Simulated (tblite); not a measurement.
# C20H14B2N2: the cost of one run

Programs: tblite 0.8.0 and PySCF 2.14.0, with routines of our own; each step states its level. All values are computed. Atoms count from 0.

## 1. The starting structure

38 atoms, charge 0, multiplicity 1; geometry from: force field, distance geometry or constructed start.

## 2. Geometry optimisation with GFN2-xTB

Job settings and geometry (Å):

```
{"job": {"kind": "relax", "xc": "GFN2-xTB", "basis": "xTB"}, "charge": 0, "multiplicity": 1}
B      1.585900     2.865700    -1.732600
C      2.530800     2.539100    -0.554600
C      2.794100     1.309000    -0.032600
C      4.015500     1.211400     0.653100
C      4.604400    -0.025400     0.905800
C      3.981100    -1.183400     0.469700
C      2.697400    -1.132000    -0.079900
C      2.094500    -2.330400    -0.431800
C      0.748200    -2.377200    -0.736800
C     -0.060700    -1.228400    -0.613100
C      0.588300     0.056100    -0.513800
C      2.010800     0.105100    -0.251400
C     -0.168300     1.320200    -0.805500
C     -1.224900     1.764900    -0.125900
B     -2.115200     0.879400     0.772700
N     -3.316300     1.451000     1.531600
C     -4.461600     0.620300     1.797300
C     -4.536700    -0.651500     1.342500
C     -3.420500    -1.222300     0.563100
C     -2.304200    -0.566500     0.287700
C     -1.402300    -1.405100    -0.483400
C     -2.166000    -2.667000    -0.635500
C     -3.337300    -2.547000    -0.020100
N      0.280700     2.122800    -1.889700
H      1.756000     3.859900    -2.351400
H      3.192100     3.363600    -0.318900
H      4.589900     2.091800     0.924700
H      5.577300    -0.075000     1.376600
H      4.490700    -2.129800     0.619600
H      2.644500    -3.265400    -0.391900
H      0.330700    -3.355400    -0.912800
H     -1.614000     2.758600    -0.328300
H     -3.325600     2.457800     1.797300
H     -5.289700     1.028100     2.360700
H     -5.413200    -1.244300     1.544700
H     -1.856100    -3.556200    -1.168900
H     -4.103000    -3.318800     0.012300
H     -0.403200     2.501100    -2.582900
```

Launch:

```sh
$ OMP_NUM_THREADS=2 python large_run.py task.json out
```

This one command runs all jobs of the session in turn.

Q: Estimate the wall time and peak memory of this first job on 2 threads of Arm Neoverse V1, shared host.

About 2.2 s, with a peak of 0.18 GiB.
